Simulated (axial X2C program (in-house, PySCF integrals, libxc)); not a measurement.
# All-electron X2C curves of SeCl⁻

Aim: find the lowest determinant of SeCl⁻, scan the bond at several levels and fit the constants, once spin-free and once with spin–orbit coupling.

Computed with an in-house X2C program for linear molecules on PySCF integrals. Level: all-electron X2C, Se dyall-acv3z, Cl dyall-av3z.

All values are calculated.

**1. The job**

The input, task.json:

```json
{"zs": [34, 17], "q": -1, "bas": ["dyall-acv3z", "dyall-av3z"], "levels": ["PBE0", "HF", "r2SCAN0"], "cc": true, "r0": 2.15, "thr": -2.0, "nmax": 90, "npts": 10, "nst": 2, "ntry": 6}
```

Keys: zs atomic numbers; q charge; bas basis sets; levels methods (HF also brings MP2); cc coupled cluster on or off; r0 starting distance in Å; thr threshold in hartree for freezing inner shells (an s shell follows its p shell); nmax most natural virtual spinors; npts points asked for on the curve; nst determinants followed; ntry starts of the search.

Run with:

```sh
> python so2c.py task.json out
```

Spin-free means the one-electron spin-free X2C Hamiltonian; two-component (2c) means X2C with spin–orbit coupling and atomic mean-field two-electron Coulomb and Gaunt terms. Basis: Se dyall-acv3z contracted to [9s10p7d5f1g], Cl dyall-av3z contracted to [9s8p3d2f]; Gaussian nuclei, density fitting. Masses: Se 79.917 u, Cl 34.969 u.

Notation: σ, π±, δ± give the projection m of an orbital's angular momentum (0, ±1, ±2), α and β its spin, Λ and M_S the sums; ω is the projection of a spinor's total angular momentum and Ω the sum. Logs are in hartree.

The results follow Hamiltonian by Hamiltonian and level by level.

**2. Which state to follow**

PBE0 moves the distance from 2.150 Å to 2.259 Å and compares determinants there.

Spin-free determinants:

```tsv
ΔE (eV)	state	open shells
0.00	M_S = 0, Λ = 0	closed shell
1.54	M_S = 1, Λ = 1	beyond closed shells: σα, π+α, π+β, π-α
1.76	M_S = 0, Λ = 1	beyond closed shells: σβ, π+α, π+β, π-α
4.14	M_S = 1, Λ = 0	beyond closed shells: π+α, π+β, 2 × π-α
4.14	M_S = 1, Λ = 2	beyond closed shells: 2 × π+α, π+β, π-α
4.16	M_S = 0, Λ = 2	beyond closed shells: π+α, 2 × π+β, π-α
```

Two-component determinants:

```csv
ΔE (eV),state,open shells
0.00,Ω = 0,closed shell
1.45,Ω = 2,"excess of +ω over −ω: ω = 1/2, ω = 3/2"
1.67,Ω = 1,"excess of +ω over −ω: ω = -1/2, ω = 3/2"
1.88,Ω = 1,excess of +ω over −ω: 2 × ω = 1/2
4.02,Ω = 3,excess of +ω over −ω: 2 × ω = 3/2
4.26,Ω = 1,"excess of +ω over −ω: ω = -1/2, ω = 3/2"
4.29,Ω = 2,"excess of +ω over −ω: ω = 1/2, ω = 3/2"
```

**3. PBE0, spin-free**

State followed: M_S = 0, Λ = 0 (closed shell). The scan is laid around 2.259 Å, a first estimate of the minimum, and this SCF restarts from the orbitals of the search.

The SCF at the reference distance of 2.259 Å:

```text
spin-free X2C-1e  PBE0
basis functions 180  fitting functions 961  grid points 5081
iter        total energy     max residual
   1      -2891.240746202     9.21e-06
   2      -2891.240746201     1.20e-05
converged
one-electron -4300.07992379  Coulomb 1390.25507465  exact exchange -28.67527349  xc functional -88.13877670  nuclear repulsion 135.39815313
```

Along the bond, energies from the lowest point:

| R (Å) | E (eV) | μ (D) | HOMO (eV) | LUMO (eV) | iterations |
| --- | --- | --- | --- | --- | --- |
| 1.965 | 0.7349 | 0.75 | 0.05 | 3.64 | 11 |
| 2.056 | 0.2926 | 0.43 | -0.14 | 3.55 | 11 |
| 2.123 | 0.1099 | 0.19 | -0.27 | 3.43 | 10 |
| 2.191 | 0.0202 | -0.06 | -0.40 | 3.26 | 10 |
| 2.259 | 0.0000 | -0.31 | -0.52 | 3.02 | 2 |
| 2.338 | 0.0405 | -0.60 | -0.66 | 2.71 | 10 |
| 2.417 | 0.1290 | -0.90 | -0.79 | 2.39 | 10 |
| 2.519 | 0.2884 | -1.29 | -0.95 | 1.98 | 10 |
| 2.643 | 0.5197 | -1.77 | -1.14 | 1.51 | 10 |
| 2.824 | 0.8756 | -2.47 | -1.40 | 0.93 | 11 |

Dipoles are positive if Cl is the positive end and refer to the centre of mass.

Outer orbitals at the reference distance:

```
symmetry  occupied  ε (eV)             atomic character
      σα       yes  -17.49   74% Cl s, 9% Se s, 7% Se p
      σα       yes  -12.16  70% Se s, 14% Cl p, 9% Cl s
      σα       yes   -4.99  59% Cl p, 29% Se p, 7% Se s
     π-α       yes   -4.07  84% Cl p, 11% Se p, 3% Se d
     π+α       yes   -4.07  84% Cl p, 11% Se p, 3% Se d
     π-α       yes   -0.52   81% Se p, 9% Cl p, 6% Cl d
     π+α       yes   -0.52   81% Se p, 9% Cl p, 6% Cl d
      σα        no    3.02  58% Se p, 20% Cl p, 8% Se d
      σα        no    4.14  63% Se s, 24% Cl p, 6% Se p
     π+α        no    4.57            93% Se p, 5% Cl p
     π-α        no    4.57            93% Se p, 5% Cl p
```

PBE0 fields in the half plane through the axis: z from -2.4 to 4.5 Å across, distance from the axis 0.15 to 2.25 Å upwards; Se lies at z = 0 and Cl at z = 2.259 Å; the ELF is damped to zero where the density is low.

log10 density (e/bohr³). Ten even steps from ' ' (-4.45 ) to '@' (1.42 ):
```
  ....::::::::::--::::::::::::::::::......      
......::::--------------::::::::--::::::......  
....::::----========--------------------::::..  
....::----======++====================----::....
..::::--====++++++++++======++++++++====--::::..
..::----==++++******++++++++********++====--::..
..::----==++**######**++++************++==--::..
..::----==++**%%@@%%**++++****@@@@****++==--::..
```

ELF. Ten even steps from '0' (0.00 ) to '9' (0.90 ):
```
000124566420000001000000
000246787641000133210000
001357899851002466531000
001368999972125788753100
001368999973248999864100
000258864564479999974200
000146325224687117974200
000134182813781991874200
```

Re = 2.248 Å, ωe = 361 cm⁻¹, ωexe = 1.49 cm⁻¹, Be = 0.1371 cm⁻¹, De = 1.70 eV, μ = -0.27 D.

**4. HF, spin-free**

Output at 2.259 Å:

```text
spin-free X2C-1e  HF
basis functions 180  fitting functions 961  grid points 5081
iter        total energy     max residual
   1      -2889.127789979     1.71e-01
   2      -2889.150451771     5.82e-03
   3      -2889.151155589     2.68e-03
   4      -2889.151239000     1.03e-03
   5      -2889.151260936     2.25e-04
   6      -2889.151265433     9.33e-05
   7      -2889.151265925     3.56e-05
   8      -2889.151266057     1.05e-05
   9      -2889.151266064     4.10e-06
  10      -2889.151266064     6.16e-07
converged
one-electron -4299.91626554  Coulomb 1390.17076440  exact exchange -114.80391805  xc functional 0.00000000  nuclear repulsion 135.39815313
```

Re = 2.267 Å, ωe = 352 cm⁻¹, ωexe = 1.64 cm⁻¹, Be = 0.1348 cm⁻¹, De = 0.362 eV, μ = -0.70 D.

**5. r2SCAN0, spin-free**

The SCF at the reference distance of 2.259 Å:

```text
spin-free X2C-1e  r2SCAN0
basis functions 180  fitting functions 961  grid points 5081
iter        total energy     max residual
   1      -2891.586959343     3.91e-02
   2      -2891.588592025     1.93e-03
   3      -2891.588552026     3.14e-03
   4      -2891.588651926     2.05e-04
   5      -2891.588652382     1.25e-04
   6      -2891.588652910     2.24e-05
   7      -2891.588652931     4.93e-06
   8      -2891.588652931     1.33e-06
converged
one-electron -4300.36215292  Coulomb 1390.56732221  exact exchange -28.68452878  xc functional -88.50744656  nuclear repulsion 135.39815313
```

Re = 2.240 Å, ωe = 368 cm⁻¹, ωexe = 1.48 cm⁻¹, Be = 0.1382 cm⁻¹, De = 1.56 eV, μ = -0.25 D.

**6. MP2 and beyond, spin-free**

Correlated methods: 14 electrons correlated (frozen shells, counted by type: Se 3 s, 2 p, 1 d; Cl 2 s, 1 p), 242 virtual spinors in MP2, 90 natural virtuals in coupled cluster.

Output of the correlated part at 2.259 Å:

```text
correlated 14  virtual 242  natural virtual 90  E(MP2) -0.357867008  MP2 remainder -0.018936635
iter   CCSD correlation   residual
   1     -0.359368392   1.14e-01
   2     -0.368206046   3.88e-02
   3     -0.369245377   1.27e-02
   4     -0.369237828   4.38e-03
   5     -0.369254267   1.31e-03
   6     -0.369252740   4.31e-04
   7     -0.369253312   1.08e-04
   8     -0.369254243   3.14e-05
   9     -0.369253876   9.49e-06
  10     -0.369253885   3.02e-06
(T) -0.016106928  T1 0.0139  D1 0.0271  max T2 0.089
```

T1 in the output is the amplitude norm over the root of the electron number; divide by √2 for the Lee–Taylor value.

MP2: Re = 2.247 Å, ωe = 371 cm⁻¹, Be = 0.1372 cm⁻¹, De = 1.55 eV.

CCSD: Re = 2.271 Å, ωe = 351 cm⁻¹, ωexe = 1.43 cm⁻¹, Be = 0.1344 cm⁻¹, De = 1.47 eV. T1 at Re = 0.010 (Lee–Taylor, the printed value over √2).

CCSD(T): Re = 2.276 Å, ωe = 347 cm⁻¹, ωexe = 1.42 cm⁻¹, Be = 0.1338 cm⁻¹, De = 1.55 eV. T1 at Re = 0.010 (Lee–Taylor, the printed value over √2).

**7. A higher determinant, spin-free**

State: M_S = 1, Λ = 1 (beyond closed shells: σα, π+α, π+β, π-α).

Output at the reference distance:

```text
spin-free X2C-1e  PBE0
basis functions 180  fitting functions 961  grid points 5081
iter        total energy     max residual
   1      -2891.184180317     6.62e-06
   2      -2891.184180318     6.80e-06
converged
one-electron -4299.43146513  Coulomb 1389.66742607  exact exchange -28.67737245  xc functional -88.14092194  nuclear repulsion 135.39815313
```

| R (Å) | E above the lowest PBE0 point (eV) |
| --- | --- |
| 1.965 | 3.136 |
| 2.056 | 2.504 |
| 2.123 | 2.118 |
| 2.191 | 1.798 |
| 2.259 | 1.539 |
| 2.338 | 1.307 |
| 2.417 | 1.138 |
| 2.519 | 0.996 |
| 2.643 | 0.909 |

No constants are quoted: the lowest point is the long end of the scan.

**8. The spin-free curves together**

Energy (eV) of the followed determinant, spin-free, from each level's lowest point:

| R (Å) | PBE0 | HF | MP2 | CCSD | CCSD(T) | r2SCAN0 |
| --- | --- | --- | --- | --- | --- | --- |
| 1.965 | 0.735 | 0.830 | 0.758 | n/a | n/a | 0.703 |
| 2.056 | 0.293 | 0.349 | 0.301 | 0.357 | 0.368 | 0.270 |
| 2.123 | 0.110 | 0.144 | 0.113 | 0.150 | 0.157 | 0.095 |
| 2.191 | 0.020 | 0.036 | 0.020 | 0.039 | 0.043 | 0.013 |
| 2.259 | 0.000 | 0.000 | 0.000 | 0.000 | 0.000 | 0.000 |
| 2.338 | 0.040 | 0.024 | 0.044 | 0.022 | 0.017 | 0.049 |
| 2.417 | 0.129 | 0.098 | 0.139 | 0.095 | 0.085 | 0.145 |
| 2.519 | 0.288 | 0.239 | 0.310 | 0.237 | 0.223 | 0.314 |
| 2.643 | 0.520 | 0.448 | 0.562 | n/a | n/a | 0.556 |
| 2.824 | 0.876 | 0.769 | 0.954 | n/a | n/a | 0.927 |

**9. PBE0, 2c**

State followed: Ω = 0 (closed shell). The scan is laid around 2.259 Å, a first estimate of the minimum, and this SCF restarts from the orbitals of the search.

The SCF at the reference distance of 2.259 Å:

```text
two-component X2C + atomic mean field  PBE0
basis functions 180  fitting functions 961  grid points 5081
iter        total energy     max residual
   1      -2890.344963672     2.44e-06
   2      -2890.344963672     2.08e-06
converged
one-electron -4297.76565460  Coulomb 1389.76600250  exact exchange -28.66509954  xc functional -88.10744622  nuclear repulsion 135.39815313  atomic mean-field constant -0.97091894
```

Along the bond, energies from the lowest point:

| R (Å) | E (eV) | μ (D) | HOMO (eV) | LUMO (eV) | iterations |
| --- | --- | --- | --- | --- | --- |
| 1.965 | 0.7452 | 0.74 | 0.15 | 3.68 | 11 |
| 2.056 | 0.3002 | 0.42 | -0.03 | 3.58 | 11 |
| 2.123 | 0.1152 | 0.18 | -0.16 | 3.45 | 11 |
| 2.191 | 0.0231 | -0.07 | -0.29 | 3.27 | 11 |
| 2.259 | 0.0000 | -0.33 | -0.41 | 3.03 | 2 |
| 2.338 | 0.0366 | -0.63 | -0.55 | 2.73 | 11 |
| 2.417 | 0.1205 | -0.94 | -0.68 | 2.40 | 12 |
| 2.519 | 0.2720 | -1.36 | -0.85 | 2.00 | 13 |
| 2.643 | 0.4898 | -1.88 | -1.05 | 1.55 | 13 |
| 2.824 | 0.8134 | -2.71 | -1.34 | 1.00 | 13 |

Dipoles are positive if Cl is the positive end and refer to the centre of mass.

Outer spinors at the reference distance:

```
  ω  occupied  ε (eV)             atomic character     λ mixture
1/2       yes  -17.49   74% Cl s, 9% Se s, 7% Se p        100% σ
1/2       yes  -12.16  70% Se s, 14% Cl p, 9% Cl s        100% σ
1/2       yes   -4.99  59% Cl p, 30% Se p, 7% Se s        100% σ
1/2       yes   -4.11  83% Cl p, 11% Se p, 3% Se d        100% π
3/2       yes   -4.02  84% Cl p, 10% Se p, 3% Se d        100% π
1/2       yes   -0.63  80% Se p, 10% Cl p, 6% Cl d        100% π
3/2       yes   -0.41   81% Se p, 9% Cl p, 6% Cl d        100% π
1/2        no    3.03  58% Se p, 20% Cl p, 8% Se d        100% σ
1/2        no    4.17  62% Se s, 24% Cl p, 6% Cl s        100% σ
1/2        no    4.55            91% Se p, 5% Cl p  88% π, 12% σ
3/2        no    4.58            93% Se p, 5% Cl p        100% π
```

PBE0 fields in the half plane through the axis: z from -2.4 to 4.5 Å across, distance from the axis 0.15 to 2.25 Å upwards; Se lies at z = 0 and Cl at z = 2.259 Å; the ELF is damped to zero where the density is low.

log10 density (e/bohr³). Ten even steps from '0' (-4.44 ) to '9' (1.42 ):
```
011222223222222222111000
111223333333222232221110
112233444433333333332210
112334444444444444433211
122344555554445555443221
123345566655556666544321
123345677765566666654321
123345689865566996654321
```

ELF. Ten even steps from ' ' (0.00 ) to '@' (0.90 ):
```
      ..::==++****==::            ..            
      ::==**##%%##**==..      ..----::..        
    ..--++##%%@@@@%%++..    ::==****++--..      
    ..--**%%@@@@@@@@##::..::++##%%%%##++--..    
    ..--**%%@@@@@@@@##--::==%%@@@@@@%%**==..    
      ::++%%%%**==++**====##@@@@@@@@@@##==::    
      ..==**--::++::::==**%%##....##@@##==::    
      ..--==..%%::%%..--##%%..@@@@..%%##==::    
```

Re = 2.252 Å, ωe = 357 cm⁻¹, ωexe = 1.59 cm⁻¹, Be = 0.1366 cm⁻¹, De = 1.66 eV, μ = -0.30 D.

**10. HF, 2c**

Output at 2.259 Å:

```text
two-component X2C + atomic mean field  HF
basis functions 180  fitting functions 961  grid points 5081
iter        total energy     max residual
   1      -2888.232816079     1.70e-01
   2      -2888.255451907     5.81e-03
   3      -2888.256155883     2.68e-03
   4      -2888.256239829     1.03e-03
   5      -2888.256262171     2.25e-04
   6      -2888.256266999     9.23e-05
   7      -2888.256267610     3.63e-05
   8      -2888.256267842     2.16e-05
   9      -2888.256267888     1.53e-05
  10      -2888.256267915     9.23e-06
  11      -2888.256267929     2.72e-06
  12      -2888.256267931     7.30e-07
converged
one-electron -4297.59964661  Coulomb 1389.67922753  exact exchange -114.76308304  xc functional 0.00000000  nuclear repulsion 135.39815313  atomic mean-field constant -0.97091894
```

Re = 2.272 Å, ωe = 346 cm⁻¹, ωexe = 1.8 cm⁻¹, Be = 0.1343 cm⁻¹, De = 0.306 eV, μ = -0.75 D.

**11. r2SCAN0, 2c**

Output at 2.259 Å:

```text
two-component X2C + atomic mean field  r2SCAN0
basis functions 180  fitting functions 961  grid points 5081
iter        total energy     max residual
   1      -2890.690662436     3.89e-02
   2      -2890.692302474     1.92e-03
   3      -2890.692263457     3.12e-03
   4      -2890.692363075     2.05e-04
   5      -2890.692363627     1.25e-04
   6      -2890.692364169     2.42e-05
   7      -2890.692364204     5.41e-06
   8      -2890.692364209     3.10e-06
   9      -2890.692364210     1.00e-06
converged
one-electron -4298.04540010  Coulomb 1390.07568311  exact exchange -28.67433089  xc functional -88.47555053  nuclear repulsion 135.39815313  atomic mean-field constant -0.97091894
```

Re = 2.243 Å, ωe = 364 cm⁻¹, ωexe = 1.55 cm⁻¹, Be = 0.1378 cm⁻¹, De = 1.55 eV, μ = -0.28 D.

**12. Correlated methods, 2c**

Correlated methods: 14 electrons correlated (frozen shells, counted by type: Se 3 s, 2 p, 1 d; Cl 2 s, 1 p), 242 virtual spinors in MP2, 90 natural virtuals in coupled cluster.

Output of the correlated part at 2.259 Å:

```text
correlated 14  virtual 242  natural virtual 90  E(MP2) -0.357787811  MP2 remainder -0.018940274
iter   CCSD correlation   residual
   1     -0.359287621   1.14e-01
   2     -0.368122270   3.88e-02
   3     -0.369160932   1.27e-02
   4     -0.369153028   4.39e-03
   5     -0.369169465   1.32e-03
   6     -0.369167916   4.35e-04
   7     -0.369168493   1.13e-04
   8     -0.369169456   3.96e-05
   9     -0.369169024   2.03e-05
  10     -0.369169054   1.34e-05
  11     -0.369168977   7.38e-06
  12     -0.369169056   2.85e-06
  13     -0.369169056   9.89e-07
(T) -0.016098652  T1 0.0138  D1 0.0271  max T2 0.087
```

MP2: Re = 2.250 Å, ωe = 367 cm⁻¹, Be = 0.1368 cm⁻¹, De = 1.44 eV.

CCSD: Re = 2.275 Å, ωe = 347 cm⁻¹, ωexe = 1.56 cm⁻¹, Be = 0.1339 cm⁻¹, De = 1.36 eV. T1 at Re = 0.010 (Lee–Taylor, the printed value over √2).

CCSD(T): Re = 2.280 Å, ωe = 343 cm⁻¹, ωexe = 1.54 cm⁻¹, Be = 0.1333 cm⁻¹, De = 1.43 eV. T1 at Re = 0.010 (Lee–Taylor, the printed value over √2).

**13. A higher determinant, 2c**

State: Ω = 2 (excess of +ω over −ω: ω = 1/2, ω = 3/2).

Output at the reference distance:

```text
two-component X2C + atomic mean field  PBE0
basis functions 180  fitting functions 961  grid points 5081
iter        total energy     max residual
   1      -2890.291815463     9.22e-06
   2      -2890.291815467     5.79e-06
   3      -2890.291815469     2.43e-06
converged
one-electron -4297.14809223  Coulomb 1389.20672320  exact exchange -28.66745385  xc functional -88.11022678  nuclear repulsion 135.39815313  atomic mean-field constant -0.97091894
```

| R (Å) | E above the lowest PBE0 point (eV) |
| --- | --- |
| 1.965 | 3.051 |
| 2.056 | 2.414 |
| 2.123 | 2.026 |
| 2.191 | 1.706 |
| 2.259 | 1.446 |
| 2.338 | 1.213 |
| 2.417 | 1.043 |
| 2.519 | 0.900 |
| 2.643 | 0.811 |

No constants are quoted: the lowest point is the long end of the scan.

**14. The 2c curves together**

Energy (eV) of the followed determinant, 2c, from each level's lowest point:

| R (Å) | PBE0 | HF | MP2 | CCSD | CCSD(T) | r2SCAN0 |
| --- | --- | --- | --- | --- | --- | --- |
| 1.965 | 0.745 | 0.840 | 0.767 | n/a | n/a | 0.712 |
| 2.056 | 0.300 | 0.357 | 0.308 | 0.364 | 0.375 | 0.277 |
| 2.123 | 0.115 | 0.149 | 0.117 | 0.155 | 0.162 | 0.100 |
| 2.191 | 0.023 | 0.039 | 0.023 | 0.041 | 0.045 | 0.016 |
| 2.259 | 0.000 | 0.000 | 0.000 | 0.000 | 0.000 | 0.000 |
| 2.338 | 0.037 | 0.020 | 0.040 | 0.018 | 0.014 | 0.045 |
| 2.417 | 0.120 | 0.089 | 0.131 | 0.087 | 0.078 | 0.138 |
| 2.519 | 0.272 | 0.222 | 0.296 | 0.223 | 0.208 | 0.300 |
| 2.643 | 0.490 | 0.414 | 0.537 | n/a | n/a | 0.532 |
| 2.824 | 0.813 | 0.691 | 0.904 | n/a | n/a | 0.878 |

The whole job took 3.7 min on 1 thread of Arm Neoverse V1, shared host; peak memory 0.89 GiB.

**15. Constants**

Lowest determinant that the search found at its distance, spin-free: M_S = 0, Λ = 0 (closed shell).

Lowest determinant that the search found at its distance, 2c: Ω = 0 (closed shell).

```tsv
Hamiltonian	level	Re (Å)	ωe (cm⁻¹)	De (eV)	μ (D)
spin-free	PBE0	2.248	361	1.70	-0.27
spin-free	HF	2.267	352	0.362	-0.70
spin-free	MP2	2.247	371	1.55	n/a
spin-free	CCSD	2.271	351	1.47	n/a
spin-free	CCSD(T)	2.276	347	1.55	n/a
spin-free	r2SCAN0	2.240	368	1.56	-0.25
2c	PBE0	2.252	357	1.66	-0.30
2c	HF	2.272	346	0.306	-0.75
2c	MP2	2.250	367	1.44	n/a
2c	CCSD	2.275	347	1.36	n/a
2c	CCSD(T)	2.280	343	1.43	n/a
2c	r2SCAN0	2.243	364	1.55	-0.28
```

Dipoles are positive if Cl is the positive end and refer to the centre of mass.

Time per point (s) on 1 thread of Arm Neoverse V1, shared host (2c runs; CCSD comes with the CCSD(T) run); the times are rough: PBE0 0.43, HF 0.29, MP2 0.65, CCSD(T) 11, r2SCAN0 0.67.

**Reading.** At CCSD(T), going from spin-free to two-component changes Re by +4 mÅ, ωe by -1.2 %, which is small (part of it comes from the scalar share of the two-electron terms). De moves by -0.11 eV; both De rest on single-determinant atoms, which can miss part of an open shell's spin–orbit lowering.

De refers to Se + Cl-, each in the lowest determinant found, which need not be this curve's own limit. The state is a single determinant with fixed occupations, the lowest that a limited PBE0 search found. The closed shell is kept restricted; where the fragments are open shells, the energy then runs too high at long range. De is counted from the lowest determinant-based energies of the atoms at the same level, without counterpoise correction. Coupled cluster ran in a truncated set of natural virtual spinors; the MP2 energy of the rest was added. The meta-GGAs lack a current-density term, which matters for open shells with orbital currents, atoms included.
